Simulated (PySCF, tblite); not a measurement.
# C₄H₂F₃N: geometry, infrared bands, NMR shifts and spin-spin couplings

Aim: predict the infrared bands, NMR shifts and spin-spin couplings of C₄H₂F₃N (`N#C[C@@H](F)/C(F)=C/F`).

Computed with tblite 0.8.0 and PySCF 2.14.0, with density-fitted response routines of our own, on a single molecule in the gas phase. Atoms count from 0, in the outputs and in this text.

## (1) The molecule as given

10 atoms, charge 0, multiplicity 1; geometry from: force field or distance geometry start.

Bonds of the start (Å): N0–C1 1.14, C1–C2 1.46, C2–F3 1.39, C2–C4 1.48, C4–F5 1.37, C4–C6 1.34, C6–F7 1.35, C2–H8 1.13, C6–H9 1.09.

## (2) Relaxing the molecule with GFN2-xTB

Job settings and geometry (Å):

```
{"job": {"kind": "relax", "xc": "GFN2-xTB", "basis": "xTB"}, "charge": 0, "multiplicity": 1}
N     -1.464200     2.067400     0.389500
C     -1.235700     0.960100     0.238500
C     -0.919100    -0.460100     0.094200
F     -1.639000    -1.027100    -0.952000
C      0.533400    -0.649700    -0.104400
F      1.003400    -1.923400    -0.282000
C      1.349600     0.409200    -0.130700
F      2.669100     0.185300    -0.309200
H     -1.272900    -0.987100     1.024000
H      0.984200     1.430000     0.009700
```

On the command line:

```bash
OMP_NUM_THREADS=1 python probes_run.py task.json out
```

This one command runs all jobs of the session in turn.

Log:

```text
step      E/eV     max force
  0    -723.82425    1.381
  1    -723.89202    0.855
  2    -723.91179    0.792
  3    -723.92390    1.566
  4    -723.94125    0.641
  5    -723.95041    0.364
  6    -723.95740    0.309
  7    -723.96575    0.205
  8    -723.96767    0.147
  9    -723.97022    0.140
 10    -723.97277    0.226
 11    -723.97616    0.228
 12    -723.97921    0.175
 13    -723.98200    0.160
 14    -723.98449    0.164
 15    -723.98652    0.145
 16    -723.98796    0.131
 17    -723.98923    0.135
 18    -723.99068    0.136
 19    -723.99211    0.134
 20    -723.99322    0.115
 21    -723.99408    0.126
 22    -723.99502    0.149
 23    -723.99607    0.146
 24    -723.99692    0.090
 25    -723.99747    0.071
 26    -723.99804    0.111
 27    -723.99907    0.189
 28    -724.00084    0.246
 29    -724.00320    0.225
 30    -724.00533    0.169
 31    -724.00700    0.121
 32    -724.00868    0.167
 33    -724.01115    0.240
 34    -724.01502    0.270
 35    -724.02037    0.263
 36    -724.02770    0.317
 37    -724.02836    0.608
 38    -724.04174    1.110
 39    -724.05543    0.481
 40    -724.06270    0.159
 41    -724.06491    0.183
 42    -724.06478    0.259
 43    -724.06676    0.187
 44    -724.06756    0.087
 45    -724.06930    0.116
 46    -724.07172    0.137
 47    -724.07297    0.186
 48    -724.07463    0.328
 49    -724.07750    0.481
 50    -724.08058    0.449
 51    -724.08205    0.327
 52    -724.08235    0.418
 53    -724.08511    0.144
 54    -724.08609    0.121
 55    -724.08747    0.143
 56    -724.08835    0.110
 57    -724.08904    0.124
 58    -724.09009    0.101
 59    -724.09093    0.172
 60    -724.09262    0.113
 61    -724.09459    0.063
 62    -724.09543    0.068
 63    -724.09617    0.067
 64    -724.09558    0.159
 65    -724.09671    0.051
 66    -724.09683    0.066
 67    -724.09699    0.043
 68    -724.09710    0.033
 69    -724.09730    0.031
 70    -724.09738    0.031
 71    -724.09745    0.027
 72    -724.09751    0.018
 73    -724.09758    0.021
 74    -724.09764    0.030
 75    -724.09768    0.035
 76    -724.09770    0.037
 77    -724.09772    0.024
 78    -724.09773    0.013
 79    -724.09774    0.008
```

Along the way: (not every step is listed)

```tsv
step	energy from step 0 (eV)	largest force (eV/Å)
0	0.0000	1.3810
1	-0.0678	0.8547
2	-0.0875	0.7921
3	-0.0996	1.5659
4	-0.1170	0.6409
5	-0.1262	0.3635
6	-0.1332	0.3094
7	-0.1415	0.2048
8	-0.1434	0.1472
14	-0.1602	0.1642
20	-0.1690	0.1154
26	-0.1738	0.1112
32	-0.1844	0.1667
38	-0.2175	1.1098
44	-0.2433	0.0872
50	-0.2563	0.4488
56	-0.2641	0.1100
62	-0.2712	0.0679
68	-0.2728	0.0328
74	-0.2734	0.0300
75	-0.2734	0.0352
76	-0.2735	0.0373
77	-0.2735	0.0239
78	-0.2735	0.0127
79	-0.2735	0.0081
```

Close pairs (by a distance rule), those that changed most:

```tsv
bond	before (Å)	after (Å)	change (Å)
C2–C4	1.478	1.511	+0.033
C4–F5	1.369	1.342	-0.027
C2–H8	1.126	1.102	-0.024
C6–F7	1.350	1.329	-0.021
C2–F3	1.391	1.372	-0.018
C6–H9	1.093	1.080	-0.014
C4–C6	1.337	1.326	-0.012
C1–C2	1.462	1.460	-0.002
```

The final coordinates are the input of the step that follows.

## (3) Vibrational analysis with GFN2-xTB

Job settings and geometry (Å):

```
{"job": {"kind": "ir", "xc": "GFN2-xTB", "basis": "xTB"}, "charge": 0, "multiplicity": 1}
N     -1.930387     1.563620     1.398983
C     -1.498503     0.736869     0.743420
C     -0.925310    -0.319782    -0.084981
F     -1.144694    -0.048059    -1.412305
C      0.557366    -0.436976     0.184391
F      0.843112    -1.207759     1.244790
C      1.487499     0.164295    -0.544030
F      2.788592     0.042525    -0.303177
H     -1.424980    -1.273542     0.148168
H      1.256188     0.783461    -1.397786
```

Log:

```text
mode    cm-1     km/mol
  1      31.7      3.62
  2     101.6      7.36
  3     161.6      6.56
  4     208.8     12.79
  5     254.4      8.42
  6     291.4      2.40
  7     399.8      2.13
  8     437.3      6.08
  9     531.9     13.84
 10     583.7      9.00
 11     677.2     31.03
 12     789.8      5.18
 13     864.2     18.35
 14     963.5     33.39
 15    1053.0     89.36
 16    1126.5     73.29
 17    1157.8    105.38
 18    1199.7     16.00
 19    1226.0      9.24
 20    1272.8     54.46
 21    1735.2     73.23
 22    2414.7    105.57
 23    2878.6      2.47
 24    3095.7     11.77
```

The strongest bands and the atoms that carry them (share of the mass-weighted mode):

```tsv
cm⁻¹	km/mol	atoms
677	31.0	C2 30 %, C4 20 %, C1 12 %, F7 10 %
964	33.4	C2 40 %, H8 17 %, N0 12 %
1053	89.4	C2 52 %, F3 27 %, H8 14 %
1126	73.3	C4 24 %, H9 19 %, H8 19 %, C6 15 %
1158	105.4	H8 27 %, C6 24 %, F7 21 %, C4 20 %
1273	54.5	H9 32 %, C4 29 %, H8 17 %
1735	73.2	C4 51 %, C6 45 %
2415	105.6	C1 59 %, N0 40 %
```

## (4) Nuclear shieldings: PBE0/pcSseg-1

Settings changed since step 3:

```diff
@@ -1,2 +1,2 @@
-{"job": {"kind": "ir", "xc": "GFN2-xTB", "basis": "xTB"}, "charge": 0, "multiplicity": 1}
+{"job": {"kind": "nmr", "xc": "PBE0", "basis": "pcSseg-1"}, "charge": 0, "multiplicity": 1}
 N     -1.930387     1.563620     1.398983
```

Method: GIAO PBE0/pcSseg-1 NMR shielding, non-relativistic, gas phase.

Log:

```text
coarse grid: 9904 points
cycle   1  E = -507.0608750228  dE =  1.300e+00  |g| = 8.260e-01  |ddm| = 2.964e+00
cycle   2  E = -506.7105031120  dE =  3.504e-01  |g| = 1.588e+00  |ddm| = 1.674e+00
cycle   3  E = -507.1764006434  dE = -4.659e-01  |g| = 2.217e-01  |ddm| = 1.200e+00
cycle   4  E = -507.1843882148  dE = -7.988e-03  |g| = 1.013e-01  |ddm| = 1.853e-01
cycle   5  E = -507.1863468183  dE = -1.959e-03  |g| = 1.514e-02  |ddm| = 6.851e-02
cycle   6  E = -507.1863808369  dE = -3.402e-05  |g| = 7.332e-03  |ddm| = 1.599e-02
cycle   7  E = -507.1863912433  dE = -1.041e-05  |g| = 1.432e-03  |ddm| = 5.983e-03
cycle   8  E = -507.1863916783  dE = -4.350e-07  |g| = 4.087e-04  |ddm| = 1.412e-03
final grid: 101384 points
cycle   9  E = -507.2534272313  dE = -4.031e-05  |g| = 6.702e-03  |ddm| = 2.277e-02
cycle  10  E = -507.2534195679  dE =  7.663e-06  |g| = 9.974e-03  |ddm| = 1.173e-02
cycle  11  E = -507.2534360355  dE = -1.647e-05  |g| = 8.162e-04  |ddm| = 6.555e-03
cycle  12  E = -507.2534361498  dE = -1.143e-07  |g| = 2.469e-04  |ddm| = 7.959e-04
cycle  13  E = -507.2534361541  dE = -4.248e-09  |g| = 1.887e-04  |ddm| = 2.720e-04
cycle  14  E = -507.2534361616  dE = -7.526e-09  |g| = 4.522e-05  |ddm| = 1.334e-04
cycle  15  E = -507.2534361619  dE = -3.616e-10  |g| = 1.372e-05  |ddm| = 3.520e-05
converged SCF energy = -507.2534361619

GIAO shielding tensors (ppm)
atom      isotropic    diamagn.    paramagn.     s11        s22        s33       span
  0 N      -51.119     337.696    -388.815   -230.254   -188.987    265.884    496.138
  1 C       68.187     262.022    -193.835    -46.808    -43.444    294.814    341.621
  2 C      109.184     239.296    -130.112     81.833     92.811    152.907     71.074
  3 F      395.751     471.718     -75.967    346.181    411.026    430.047     83.865
  4 C       35.057     252.111    -217.053    -40.715     59.936     85.952    126.667
  5 F      322.298     471.821    -149.523    261.975    290.693    414.226    152.252
  6 C       39.080     251.339    -212.260    -38.475     63.514     92.200    130.676
  7 F      331.591     467.100    -135.509    242.885    264.731    487.156    244.272
  8 H       25.959      25.882       0.077     23.684     25.207     28.986      5.302
  9 H       24.634      29.997      -5.362     21.619     23.018     29.266      7.647
```

Run time: 11 s. Hardware: 1 thread, shared host.

The references, computed at this level on geometries of the same kind, shield at (ppm): 1H TMS 31.72, 13C TMS 186.9, 19F CFCl3 170.9, 15N NH3 267.7. Their shielding less the atom's gives the shift. The references are single molecules in the gas phase, so shifts against H2O, NH3, PH3, H3PO4 or CFCl3 are not on the usual liquid scales and can be off by tens of ppm.

```tsv
atoms	environment	σ (ppm)	δ (ppm)	δ scaled to CDCl3
C4	fully substituted alkene carbon	35.1	151.9	146.3
C6	alkene CH	39.1	147.8	142.4
C1	nitrile carbon	68.2	118.7	114.0
C2	allylic sp3 CH bonded to F	109.2	77.7	74.0
H9	hydrogen on an alkene CH	24.63	7.08	6.78
H8	hydrogen on an allylic sp3 CH bonded to F	25.96	5.76	5.53
N0	nitrile nitrogen	-51.1	318.8	–
F5	vinylic fluorine	322.3	-151.4	–
F7	vinylic fluorine	331.6	-160.6	–
F3	fluorine on an sp3 carbon	395.8	-224.8	–
```

The scaled column applies a straight-line fit of computed shieldings to shifts measured in CDCl3, and one for carbons that bear F (root-mean-square error 0.16 ppm for H, 1.9 ppm for C).

The run also stored atomic charges by several schemes (e):

```tsv
atoms	Mulliken	IAO	Hirshfeld	ESP fit
N0	-0.21	-0.19	-0.18	-0.42
C1	0.09	0.12	0.07	0.42
C2	0.23	0.14	0.09	-0.12
F3	-0.29	-0.29	-0.08	-0.15
C4	0.13	0.22	0.05	0.18
F5	-0.25	-0.25	-0.07	-0.14
C6	0.25	0.11	0.03	-0.05
F7	-0.25	-0.24	-0.07	-0.10
```

Mayer bond orders: N0–C1 3.03, C1–C2 0.94, C2–F3 0.92, C2–C4 1.00, C4–F5 0.98, C4–C6 1.75, C6–F7 0.97.

## (5) Spin-spin couplings: B3LYP/pcJ-1

Settings changed since step 4:

```diff
@@ -1,2 +1,2 @@
-{"job": {"kind": "nmr", "xc": "PBE0", "basis": "pcSseg-1"}, "charge": 0, "multiplicity": 1}
+{"job": {"kind": "j", "xc": "B3LYP", "basis": "pcJ-1"}, "charge": 0, "multiplicity": 1}
 N     -1.930387     1.563620     1.398983
```

With the program's defaults for keys left out, this is: B3LYP/pcJ-1 indirect spin-spin coupling, non-relativistic, gas phase.

Log:

```text
coarse grid: 9904 points
cycle   1  E = -507.6290816331  dE =  1.230e+00  |g| = 8.751e-01  |ddm| = 2.934e+00
cycle   2  E = -507.1805558472  dE =  4.485e-01  |g| = 1.778e+00  |ddm| = 1.786e+00
cycle   3  E = -507.7481511360  dE = -5.676e-01  |g| = 2.582e-01  |ddm| = 1.291e+00
cycle   4  E = -507.7582550524  dE = -1.010e-02  |g| = 1.289e-01  |ddm| = 2.143e-01
cycle   5  E = -507.7613605494  dE = -3.105e-03  |g| = 2.044e-02  |ddm| = 8.510e-02
cycle   6  E = -507.7614239728  dE = -6.342e-05  |g| = 9.708e-03  |ddm| = 1.996e-02
cycle   7  E = -507.7614413203  dE = -1.735e-05  |g| = 2.009e-03  |ddm| = 7.684e-03
cycle   8  E = -507.7614421483  dE = -8.279e-07  |g| = 6.002e-04  |ddm| = 1.880e-03
final grid: 101384 points
cycle   9  E = -507.8326504961  dE = -1.785e-04  |g| = 7.246e-03  |ddm| = 1.603e-02
cycle  10  E = -507.8326381443  dE =  1.235e-05  |g| = 1.153e-02  |ddm| = 1.088e-02
cycle  11  E = -507.8326581423  dE = -2.000e-05  |g| = 9.575e-04  |ddm| = 7.033e-03
cycle  12  E = -507.8326579947  dE =  1.476e-07  |g| = 1.255e-03  |ddm| = 1.313e-03
cycle  13  E = -507.8326583140  dE = -3.193e-07  |g| = 1.747e-04  |ddm| = 7.702e-04
cycle  14  E = -507.8326583201  dE = -6.113e-09  |g| = 4.152e-05  |ddm| = 1.254e-04
cycle  15  E = -507.8326583203  dE = -2.377e-10  |g| = 1.295e-05  |ddm| = 3.226e-05
converged SCF energy = -507.8326583203

Indirect spin-spin couplings (Hz)
  i      j    bonds     total        FC       PSO       DSO        SD
  0 N    1 C    1    -20.272   -13.283    -0.266    -0.010    -6.713
  0 N    2 C    2      2.578     2.680     0.013     0.053    -0.169
  0 N    3 F    3      0.266    -1.926     1.514     0.144     0.533
  0 N    4 C    3     -0.555    -0.504    -0.072     0.016     0.004
  0 N    7 F    5     -0.910    -0.149    -0.496     0.080    -0.345
  0 N    8 H    3     -1.517    -1.141    -0.542     0.188    -0.023
  1 C    2 C    1     81.039    82.257    -1.557     0.339         -
  1 C    3 F    2     30.734    32.737    -2.103     0.108    -0.008
  1 C    4 C    2     -2.893    -2.768    -0.241     0.116         -
  1 C    5 F    3     -2.678    -2.883     0.548     0.061    -0.404
  1 C    6 C    3      2.306     2.270     0.013     0.023         -
  1 C    7 F    4      5.148     4.387     0.444    -0.157     0.473
  1 C    8 H    2     -6.562    -6.580    -0.084     0.102         -
  1 C    9 H    4     -1.873    -1.912    -0.015     0.055         -
  2 C    3 F    1   -243.177  -290.735    24.484     0.931    22.143
  2 C    4 C    1     67.701    68.493    -1.173     0.381         -
  2 C    5 F    2     35.876    39.844    -4.187     0.120     0.099
  2 C    6 C    2     10.873    10.865    -0.036     0.044         -
  2 C    7 F    3      0.747     0.756    -0.575    -0.277     0.843
  2 C    8 H    1    167.991   167.400    -0.742     1.332         -
  2 C    9 H    3      1.109     1.091    -0.077     0.096         -
  3 F    4 C    2     22.281    24.821    -2.855     0.183     0.133
  3 F    5 F    3    -37.053   -23.083   -29.838    -1.328    17.196
  3 F    6 C    3      7.175     8.553    -1.131     0.191    -0.438
  3 F    7 F    4    -10.673     2.055   -12.313    -0.894     0.479
  3 F    8 H    2     49.368    44.914     9.200    -0.859    -3.887
  3 F    9 H    4      3.536     3.751    -1.676     1.328     0.134
  4 C    5 F    1   -331.532  -332.722    -1.456     0.992     1.653
  4 C    6 C    1    113.517   121.813    -8.661     0.365         -
  4 C    7 F    2     11.408    20.003   -25.025    -0.102    16.533
  4 C    8 H    2     -9.905    -9.860    -0.209     0.163         -
  4 C    9 H    2     24.069    25.222    -1.001    -0.152         -
  5 F    6 C    2      8.813    19.824   -24.755    -0.143    13.887
  5 F    7 F    3      8.552     0.174   -33.266    -0.179    41.823
  5 F    8 H    3      5.552     5.239     0.484     0.475    -0.646
  5 F    9 H    3     14.736    20.321    -3.956    -2.251     0.622
  6 C    7 F    1   -341.773  -328.957   -11.278     0.770    -2.308
  6 C    8 H    3      4.637     4.615     0.379    -0.358         -
  6 C    9 H    1    211.679   211.180    -0.708     1.207         -
  7 F    8 H    4      6.223     5.891     1.722    -1.358    -0.031
  7 F    9 H    2     74.694    71.758     6.817    -1.649    -2.232
  8 H    9 H    4     -1.601    -1.497     1.548    -1.652         -
```

It took 37 s on 1 thread, shared host.

Couplings of 1 Hz or more, nine at most for each number of bonds (isotopes 13C, 19F, 1H, 15N):

```tsv
pair	bonds	J (Hz)	Fermi contact (Hz)	dihedral (°)
C6–F7	1	-341.8	-329.0	–
C4–F5	1	-331.5	-332.7	–
C2–F3	1	-243.2	-290.7	–
C6–H9	1	211.7	211.2	–
C2–H8	1	168.0	167.4	–
C4–C6	1	113.5	121.8	–
C1–C2	1	81.0	82.3	–
C2–C4	1	67.7	68.5	–
N0–C1	1	-20.3	-13.3	–
F7–H9	2	74.7	71.8	–
F3–H8	2	49.4	44.9	–
C2–F5	2	35.9	39.8	–
C1–F3	2	30.7	32.7	–
C4–H9	2	24.1	25.2	–
F3–C4	2	22.3	24.8	–
C4–F7	2	11.4	20.0	–
C2–C6	2	10.9	10.9	–
C4–H8	2	-9.9	-9.9	–
F3–F5	3	-37.1	-23.1	-154
F5–H9	3	14.7	20.3	180
F5–F7	3	8.6	0.2	1
F3–C6	3	7.2	8.6	26
F5–H8	3	5.6	5.2	-36
C6–H8	3	4.6	4.6	145
C1–F5	3	-2.7	-2.9	84
C1–C6	3	2.3	2.3	-95
N0–H8	3	-1.5	-1.1	–
F3–F7	4	-10.7	2.1	–
F7–H8	4	6.2	5.9	–
C1–F7	4	5.1	4.4	–
F3–H9	4	3.5	3.8	–
C1–H9	4	-1.9	-1.9	–
H8–H9	4	-1.6	-1.5	–
```

The spin-dipole term was solved for some atoms only; pairs without it lack that part.

Quadrupole couplings from the field gradients of the same density:

```tsv
atom	isotope	eQq/h (MHz)	η
N0	14N	-5.004	0.19
```

Joined with the shifts from before (PBE0/pcSseg-1, unscaled), the couplings predict the line list below for 400 MHz.

1H NMR δ 7.08 (m, 1H), 5.76 (dtd, J = 49.4, 5.9, 1.6 Hz, 1H).

## (6) What came out

| quantity | value |
| --- | --- |
| strongest single infrared mode (GFN2-xTB) | 2415 cm⁻¹, 106 km/mol |
| zero-point energy (GFN2-xTB) | 33.5 kcal/mol |
| 13C shifts against TMS (PBE0/pcSseg-1) | 151.9, 147.8, 118.7, 77.7 ppm |
| 1H shifts against TMS (PBE0/pcSseg-1) | 7.08, 5.76 ppm |
| 15N shifts against NH3 (PBE0/pcSseg-1) | 318.8 ppm |
| 19F shifts against CFCl3 (PBE0/pcSseg-1) | -151.4, -160.6, -224.8 ppm |
| largest coupling of the table (B3LYP/pcJ-1) | 1J(C,F) C6–F7, -341.8 Hz |

In words: The optimisation took 79 steps and gained 0.273 eV; among the close pairs (by a distance rule), C2–C4 changed most, from 1.478 to 1.511 Å. No mode is imaginary among the 24: a minimum at this level. The strongest single mode, at 2415 cm⁻¹, moves mainly C1 and N0. Unscaled tight-binding wavenumbers are off by several per cent, some by more. Its intensities can rank the bands wrongly. H9 (hydrogen on an alkene CH) lies farthest downfield among hydrogen, at 7.08 ppm; olefinic region. At PBE0/pcSseg-1: The largest span, 496 ppm, is at N0, where the paramagnetic term is -389 ppm. Of the pairs tabulated at B3LYP/pcJ-1, C6–F7 couples most strongly (-341.8 Hz; Fermi contact -329.0 Hz). Couplings across rotatable bonds belong to this one conformer; where others are populated, the observed values are averages. Density functionals describe couplings to fluorine poorly, F–F couplings above all, so those rows are rough.
